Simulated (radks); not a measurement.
# Polarisabilities and dispersion coefficients of Ni, Cu⁺, Zn²⁺ and others

The task here is to estimate one member of a computed series from the others.

Method: non-relativistic Kohn-Sham, LB94 model potential, spin-polarised, spherical densities, point nucleus; open shells are filled with parallel spins first. Code: radks (a radial shooting solver on a logarithmic mesh, Libxc functionals) version 1.

**The atom as given**

- species: Ni ([Ar] 3d8 4s2), Cu⁺ ([Ar] 3d10), Zn²⁺ ([Ar] 3d10), Ga³⁺ ([Ar] 3d10), Ge⁴⁺ ([Ar] 3d10), As⁵⁺ ([Ar] 3d10), Se⁶⁺ ([Ar] 3d10), Br⁷⁺ ([Ar] 3d10), Kr⁸⁺ ([Ar] 3d10)

LB94 adds a gradient term to the LDA potential that gives it a −1/r tail. It is a model potential with no energy functional, so Etot and Exc are not given.

Set-up of the first run:

The run's settings:

```text
Z 28
configuration [Ar] 3d8 4s2
relativity non-relativistic
functional lda,pw
model_potential LB94
spin polarised
nucleus point
response adiabatic LDA kernel
```

Steps of the session up to this table: Ni, [Ar] 3d8 4s2; Cu⁺, [Ar] 3d10; Zn²⁺, [Ar] 3d10; Ga³⁺, [Ar] 3d10; Ge⁴⁺, [Ar] 3d10; As⁵⁺, [Ar] 3d10; Se⁶⁺, [Ar] 3d10; Br⁷⁺, [Ar] 3d10; Kr⁸⁺, [Ar] 3d10.

One of the session's tables, all rows but one given; the rest of the session is left out.

```
species  −ε(HOMO) (eV)  α (bohr³)  α uncoupled (bohr³)  C6 (hartree bohr⁶)  C8 (hartree bohr⁸)
     Ni          9.383      36.78                65.76               261.6                   -
    Cu⁺         21.818      5.731                7.684               18.78               328.1
   Zn²⁺         40.987      2.484                3.154               6.599               73.08
   Ga³⁺         64.164      1.336                1.643               2.977               24.00
   Ge⁴⁺         91.032     0.8150               0.9828               1.559               9.841
   As⁵⁺         121.40     0.5405               0.6426              0.9017               4.657
   Se⁶⁺              ?          ?                    ?                   ?                   ?
   Br⁷⁺         192.22     0.2786               0.3250              0.3657               1.370
   Kr⁸⁺         232.52     0.2111               0.2446              0.2491              0.8149
```

Q: Estimate the row for Se⁶⁺ from the others.

As computed: −ε(HOMO) (eV): 155.16; α (bohr³): 0.3798; α uncoupled (bohr³): 0.4468; C6 (hartree bohr⁶): 0.5594; C8 (hartree bohr⁸): 2.435. In the column «−ε(HOMO) (eV)» it lies between As⁵⁺ (121.40) and Br⁷⁺ (192.22).

In words: Uncoupled leaves out the potential induced by the response; Ni is the most polarisable and Kr⁸⁺ the least, a factor 174 apart. C8 is given only where no p, d or f shell is open. For heavy and open-shell atoms this level can miss by tens of per cent.
